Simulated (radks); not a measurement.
**Co⁺ in [Ne] 3s1.75 3p6 3d8 4p0.25: an all-electron calculation**

One table from this session's results is given with a row withheld; the runs are named, their logs left out.

Program: radks (a radial shooting solver on a logarithmic mesh, Libxc functionals) version 1. Level of theory: Dirac Kohn-Sham, exchange-only LDA, spin-unpolarised, spherical densities, finite nucleus; open shells are shared between the two j in proportion to 2j + 1. These are calculated values, not measurements, unless marked.

### What is computed

- element: cobalt (Z = 27)
- charge: +1
- electrons: 26
- configuration: [Ne] 3s1.75 3p6 3d8 4p0.25
- nuclear rms radius: 3.7875 fm

Set-up of the first run:

The run's settings:

```text
Z 27
configuration [Ne] 3s1.75 3p6 3d8 4p0.25 4s0 4d0
relativity Dirac
functional lda,
spin unpolarised
j_filling average
nucleus finite rms 3.7875 fm
c 137.035999084
```

On the command line:

```
$ python run_ks.py task.json out
```

All runs below come from this command, one after another.

One table of the session follows, with a row left open; its other results are not shown here.

It belongs to the step «Radial structure». Sizes of the orbitals, from the radial functions (bohr):

| level | <r> | outermost maximum (interpolated) | 90 % within | nodes |
| --- | --- | --- | --- | --- |
| 1s1/2 | 0.05628 | 0.0368 | 0.101 | 0 |
| 2s1/2 | 0.2558 | 0.214 | 0.397 | 1 |
| 2p1/2 | 0.2230 | 0.170 | 0.366 | 0 |
| 2p3/2 | 0.2262 | 0.173 | 0.370 | 0 |
| 3s1/2 | 0.7782 | 0.670 | 1.17 | 2 |
| 3p1/2 | 0.8156 | 0.674 | 1.26 | 1 |
| 3p3/2 | 0.8259 | 0.682 | 1.28 | 1 |
| 3d3/2 | 1.109 | 0.670 | 1.98 | 0 |
| 3d5/2 | ? | ? | ? | ? |
| 4s1/2 | 2.731 | 2.26 | 4.12 | 3 |
| 4p1/2 | 3.579 | 2.89 | 5.50 | 2 |
| 4p3/2 | 3.617 | 2.93 | 5.56 | 2 |
| 4d3/2 | 7.547 | 6.29 | 11.6 | 1 |
| 4d5/2 | 7.563 | 6.30 | 11.6 | 1 |

Q: Estimate the row for 3d5/2 from the others.

**Answer.** <r>: 1.117; outermost maximum (interpolated): 0.673; 90 % within: 2.00; nodes: 0. In the column «<r>» it lies between 3d3/2 (1.109) and 4s1/2 (2.731).
